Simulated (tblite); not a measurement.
# C5H15FSi3: the cost of one run

Computed with tblite 0.8.0 and PySCF 2.14.0, with density-fitted response routines of our own, on a single molecule in the gas phase. Atoms are numbered from 0 throughout.

## 1. Starting geometry

24 atoms, charge 0, multiplicity 1; geometry from: force field or distance geometry start.

Bonds of the start (Å): C0–Si1 1.90, Si1–C2 1.87, C2–C3 1.51, C3–Si4 1.90, Si4–C5 1.88, C5–Si6 1.88, Si6–C7 1.89, C7–F8 1.38, C7–C3 1.48, C0–H9 1.08, C0–H10 1.11, C0–H11 1.10, Si1–H12 1.45, Si1–H13 1.46, C2–H14 1.10, C2–H15 1.12, C3–H16 1.13, Si4–H17 1.45, Si4–H18 1.47, C5–H19 1.09, C5–H20 1.13, Si6–H21 1.44, Si6–H22 1.46, C7–H23 1.09.

## 2. Relaxing the molecule with GFN2-xTB

The job: settings as JSON, then the geometry in Å.

```
{"job": {"kind": "relax", "xc": "GFN2-xTB", "basis": "xTB"}, "charge": 0, "multiplicity": 1}
C      3.830000    -0.350300    -0.098000
Si     2.201200     0.525800    -0.544000
C      0.748600    -0.596400    -0.209400
C     -0.333100     0.117300     0.564900
Si    -1.807800    -1.029700     0.897600
C     -3.113200    -0.419300    -0.309600
Si    -1.993500     0.604100    -1.424700
C     -0.865000     1.329900    -0.096900
F     -1.714900     1.942300     0.800100
H      4.483200    -0.336900    -0.958400
H      3.626900    -1.394700     0.229600
H      4.281800     0.166800     0.758600
H      2.213600     0.852200    -1.951700
H      2.107700     1.768100     0.224200
H      1.123400    -1.449900     0.371800
H      0.371300    -0.954300    -1.200200
H      0.094400     0.307800     1.595100
H     -2.267000    -0.972000     2.271000
H     -1.468400    -2.403200     0.503600
H     -3.604700    -1.246000    -0.826000
H     -3.844300     0.248900     0.232600
H     -2.714800     1.616700    -2.160700
H     -1.247500    -0.298400    -2.301700
H     -0.119700     1.991000    -0.526900
```

Launch:

```console
$ OMP_NUM_THREADS=1 python probes_run.py task.json out
```

One launch serves the whole session: the jobs run in the order shown.

Q: Estimate the wall time and peak memory of this first job on 1 thread of Arm Neoverse N1, shared host.

About 3.5 s, with a peak of 0.19 GiB.
